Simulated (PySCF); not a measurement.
**KI: changing the method**

Starting from one script, swap the method and compare what comes out for KI.

Computed with PySCF 2.14.0. Level: method and basis as typed in the scripts.

1 further run of the same task is left out (for a known fault of the program).

### 1 Where the work starts

KI: 2 atoms, charge 0, spin multiplicity 1.

Bond lengths: K1–I2 2.724 Å.

### 2 The base run

Contents of input.py:

```python
from pyscf import gto, scf, mp

mol = gto.M(
    atom='K 0 0 0; I 0 0 2.724',
    basis='x2c-svpall',
    charge=0,
    spin=0,
    verbose=3,
)
mf = scf.RHF(mol)
mf = mf.sfx2c1e()
mf.kernel()
mp.MP2(mf, frozen=23).kernel()
mf.dip_moment()
print('orbital energies (hartree):', mf.mo_energy[..., max(0, mol.nelec[1]-3):mol.nelec[0]+3].round(4))
```

On the command line:

```bash
$ OMP_NUM_THREADS=1 python input.py
```

Its log is not repeated here.

In short: E(SCF) = -7713.513055 Eh, E(MP2) − E(SCF) = -0.16263 Eh, μ = 9.86 D (of the SCF density).

The bond length is a typed value, not an optimised one.

### 3 Blyp (RKS)

Variant 1 changes functional: none (Hartree–Fock) → blyp; SCF type: RHF → RKS; step after the SCF: mp2 → analyze.

Contents of input.py:

```python
from pyscf import gto, dft

mol = gto.M(
    atom='K 0 0 0; I 0 0 2.724',
    basis='x2c-svpall',
    charge=0,
    spin=0,
    verbose=3,
)
mf = dft.RKS(mol, xc='blyp')
mf = mf.sfx2c1e()
mf.kernel()
mf.analyze()
print('orbital energies (hartree):', mf.mo_energy[..., max(0, mol.nelec[1]-3):mol.nelec[0]+3].round(4))
```

On the command line:

```bash
$ OMP_NUM_THREADS=1 python input.py
```

### 4 B3pw91 (RKS)

Variant 2 changes functional: none (Hartree–Fock) → b3pw91; SCF type: RHF → RKS; step after the SCF: mp2 → analyze.

Contents of input.py:

```python
from pyscf import gto, dft

mol = gto.M(
    atom='K 0 0 0; I 0 0 2.724',
    basis='x2c-svpall',
    charge=0,
    spin=0,
    verbose=3,
)
mf = dft.RKS(mol, xc='b3pw91')
mf = mf.sfx2c1e()
mf.kernel()
mf.analyze()
print('orbital energies (hartree):', mf.mo_energy[..., max(0, mol.nelec[1]-3):mol.nelec[0]+3].round(4))
```

### 5 B3lyp5 (RKS)

Variant 3 changes functional: none (Hartree–Fock) → b3lyp5; SCF type: RHF → RKS; step after the SCF: mp2 → analyze.

Contents of input.py:

```python
from pyscf import gto, dft

mol = gto.M(
    atom='K 0 0 0; I 0 0 2.724',
    basis='x2c-svpall',
    charge=0,
    spin=0,
    verbose=3,
)
mf = dft.RKS(mol, xc='b3lyp5')
mf = mf.sfx2c1e()
mf.kernel()
mf.analyze()
print('orbital energies (hartree):', mf.mo_energy[..., max(0, mol.nelec[1]-3):mol.nelec[0]+3].round(4))
```

What does the calculation give? Wanted: for each run, E(SCF); from base; gap; SCF dipole; after the SCF.

The runs gave:

```tsv
run	E(SCF) (hartree)	from base (eV)	gap (eV)	SCF dipole (D)	after the SCF
base	-7713.513055	0	7.76	9.86	MP2 correlation -4.425 eV, core frozen
blyp (RKS)	-7717.433300	not comparable	2.46	8.54	n/a
b3pw91 (RKS)	-7717.338604	not comparable	4.08	9.32	n/a
b3lyp5 (RKS)	-7717.014628	not comparable	3.68	8.99	n/a
```

In words: The gap between the frontier levels is 2.5 eV with blyp (0 % exact exchange) and 4.1 eV with b3pw91 (20 %): exact exchange opens it. A lower total energy from another functional means nothing by itself.
